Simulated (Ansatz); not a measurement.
**CH₅BClNO: up Jacob's ladder to CCSD(T)**

How much do the methods differ for CH₅BClNO? The plan is to run it at one geometry with functionals of several rungs and with coupled cluster. The yardstick is the atomisation energy at the CCSD(T) limit.

Method: functionals in def2-TZVPP, the program's frozen cores in correlated methods; program: Ansatz 0.2.0, Gaussian basis.

The runs, in order: LDA (SPW92), PBE-D4, revPBE-D4, BLYP-D4, r2SCAN-D4, B97M-V, PBE0-D4, B3LYP-D4, r2SCANh-D4, r2SCAN0-D4, HSE06-D4, BHLYP-D4, CAM-B3LYP-D4, LC-ωPBE, ωB97X-V, ωB97M-V, B2PLYP, PBE-QIDH; CCSD(T)/def2-SVP; CCSD(T)/def2-TZVPP; MP2/def2-QZVPP; extrapolation to the limit; RPA on PBE.

### Step 1. Structure used throughout

All runs share one geometry, relaxed beforehand with PBE0-D4 in a triple-zeta def2 set.

SMILES `NCB(O)Cl`, 10 atoms, charge 0, spin multiplicity 1.

Atoms are counted from 1 here; the program's logs count them from 0.

Bond lengths: N1–C2 1.451 Å, N1–H6 1.012 Å, N1–H7 1.011 Å, C2–B3 1.572 Å, C2–H8 1.108 Å, C2–H9 1.099 Å, B3–O4 1.348 Å, B3–Cl5 1.767 Å, O4–H10 0.961 Å. Angles: C2–N1–H6 110.7°, C2–N1–H7 111.6°, H6–N1–H7 107.9°, N1–C2–B3 114.9°, N1–C2–H8 114.1°, N1–C2–H9 109.3°, B3–C2–H8 104.6°, B3–C2–H9 108.4°, H8–C2–H9 105.1°, C2–B3–O4 123.7°, C2–B3–Cl5 120.4°, O4–B3–Cl5 115.8°, B3–O4–H10 113.2°.

Geometry (Å):

```xyz
10
charge 0, multiplicity 1
N    -0.26427    1.36205    0.77394
C    -0.41523   -0.02124    0.36338
B     0.56130   -0.48153   -0.77928
O     0.30708   -1.51286   -1.60989
Cl    2.13339    0.29997   -0.98030
H     0.71437    1.61152    0.83565
H    -0.68473    1.52937    1.67769
H    -0.25580   -0.75491    1.17888
H    -1.44726   -0.18847    0.02610
H    -0.56565   -1.89511   -1.48328
```

### Step 2. LDA

This LDA is Slater exchange with PW92 correlation.

File in.yaml:

```yaml
crystal:
  periodic: [false, false, false]
  atoms:
    - {symbol: N, position_ang: [-0.264271, 1.362046, 0.773945]}
    - {symbol: C, position_ang: [-0.415229, -0.021238, 0.363384]}
    - {symbol: B, position_ang: [0.561300, -0.481528, -0.779275]}
    - {symbol: O, position_ang: [0.307078, -1.512864, -1.609891]}
    - {symbol: Cl, position_ang: [2.133390, 0.299975, -0.980297]}
    - {symbol: H, position_ang: [0.714368, 1.611521, 0.835646]}
    - {symbol: H, position_ang: [-0.684730, 1.529372, 1.677691]}
    - {symbol: H, position_ang: [-0.255797, -0.754908, 1.178880]}
    - {symbol: H, position_ang: [-1.447262, -0.188468, 0.026095]}
    - {symbol: H, position_ang: [-0.565648, -1.895109, -1.483277]}
basis:
  gaussian: {orbitals: def2-TZVPP}
hamiltonian: {xc: lda}
output: {orbitals: {seedname: orbitals}}
```

Further steps of the session: PBE-D4 (GGA); revPBE-D4 (GGA); BLYP-D4 (GGA); r2SCAN-D4 (meta-GGA); B97M-V (meta-GGA); PBE0-D4 (hybrid); B3LYP-D4 (hybrid); r2SCANh-D4 (hybrid); r2SCAN0-D4 (hybrid); HSE06-D4 (hybrid); BHLYP-D4 (hybrid); CAM-B3LYP-D4 (range-separated); LC-ωPBE (range-separated); ωB97X-V (range-separated); ωB97M-V (range-separated); B2PLYP (double hybrid); PBE-QIDH (double hybrid); CCSD(T) in def2-SVP; CCSD(T) in def2-TZVPP; MP2 in def2-QZVPP; RPA on PBE orbitals.

**Question.** What will the summary of the whole plan be? Wanted: atomisation energy, CCSD(T)/CBS; farthest beyond LDA; mean size of error, GGA; mean size of error, meta-GGA; mean size of error, hybrid; mean size of error, range-separated; mean size of error, double hybrid; gap, smallest and largest; T1 diagnostic.

As calculated:

| quantity | value |
| --- | --- |
| atomisation energy, CCSD(T)/CBS | 917.9 kcal/mol |
| functionals within 4.6 kcal/mol (0.5 %) | revPBE-D4, BLYP-D4, r2SCAN-D4, B3LYP-D4, r2SCANh-D4, LC-ωPBE, ωB97X-V, PBE-QIDH |
| farthest beyond LDA | BHLYP-D4 (-28.8 kcal/mol) |
| mean size of error, GGA | 9.8 kcal/mol |
| mean size of error, meta-GGA | 4.7 kcal/mol |
| mean size of error, hybrid | 9.6 kcal/mol |
| mean size of error, range-separated | 4.7 kcal/mol |
| mean size of error, double hybrid | 5.4 kcal/mol |
| gap, smallest and largest | 4.29 eV (LDA (SPW92)), 12.23 eV (LC-ωPBE) |
| T1 diagnostic | 0.0110 |
| triples share of the correlation energy | 3.8 % |

In words: The LDA atomisation energy is off by 146.1 kcal/mol (16 %): it overbinds. PBE-D4 is off by +26.3 kcal/mol. Double hybrids carry the basis error of their MP2 part in triple zeta, and no dispersion term here, so their miss is partly the set-up's. Taken by rung, range-separated functionals do best (4.7 kcal/mol on average) and GGA ones worst beyond LDA (9.8 kcal/mol). The gap between the best rungs is small, so their order is not settled. Misses under about 4.6 kcal/mol are within the doubt on the reference itself, which lacks core-valence correlation, relativity and higher excitations. Hartree-Fock recovers 72 % of the binding; the rest is correlation. CCSD(T) in def2-SVP is off by -49.6 kcal/mol, which most functionals beat. The gap grows from 4.3 to 12.2 eV across the functionals, mostly with the share of exact exchange.
